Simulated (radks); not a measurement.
# Tc in [Kr] 4d5 5s2: an all-electron calculation

The task here is to estimate one member of a computed series from the others.

Program: radks (a radial shooting solver on a logarithmic mesh, Libxc functionals) version 1. Level of theory: Dirac Kohn-Sham, PBEsol, spin-unpolarised, spherical densities, point nucleus; open shells are shared between the two j in proportion to 2j + 1. These are calculated values, not measurements, unless marked.

### The atom as given

- element: technetium (Z = 43)
- charge: 0
- electrons: 43
- configuration: [Kr] 4d5 5s2

Outer shells as boxes (Hund's rule):

Tc
```
[Kr] core
4d [↑ ][↑ ][↑ ][↑ ][↑ ]
5s [↑↓]
```

The first run:

Settings of this run:

```text
Z 43
configuration [Kr] 4d5 5s2 5p0 6s0 4f0 5d0
relativity Dirac
functional pbe_sol,pbe_sol
spin unpolarised
j_filling average
nucleus point
c 137.035999084
```

Command:

```console
> python run_ks.py task.json out
```

The same process makes all the runs of this session.

Among the steps run: Self-consistent calculation.

One table of the session follows, with a row left open; its other results are not shown here.

It belongs to the step «Orbitals and density». From the orbitals of this run (lengths in bohr):

```
level      <r>  outermost maximum (interpolated)  90 % within  nodes
1s1/2  0.03429                            0.0223       0.0615      0
2s1/2   0.1493                             0.126        0.231      1
2p1/2        ?                                 ?            ?      ?
2p3/2   0.1318                             0.102        0.214      0
3s1/2   0.4155                             0.373        0.614      2
3p1/2   0.4093                             0.360        0.619      1
3p3/2   0.4199                             0.369        0.634      1
3d3/2   0.3971                             0.310        0.634      0
3d5/2   0.4006                             0.312        0.639      0
4s1/2    1.057                             0.949         1.54      3
4p1/2    1.152                              1.01         1.71      2
4p3/2    1.182                              1.03         1.75      2
4d3/2    1.712                              1.26         2.78      1
4d5/2    1.735                              1.28         2.82      1
5s1/2    3.281                              2.73         4.91      4
5p1/2    4.597                              3.57         7.18      3
5p3/2    4.765                              3.69         7.45      3
```

Q: Estimate the row for 2p1/2 from the others.

**Answer.** <r>: 0.1271; outermost maximum (interpolated): 0.0982; 90 % within: 0.208; nodes: 0. In the column «<r>» it lies between 1s1/2 (0.03429) and 2p3/2 (0.1318).

To keep in mind: Spin polarisation and multiplet splitting are left out.
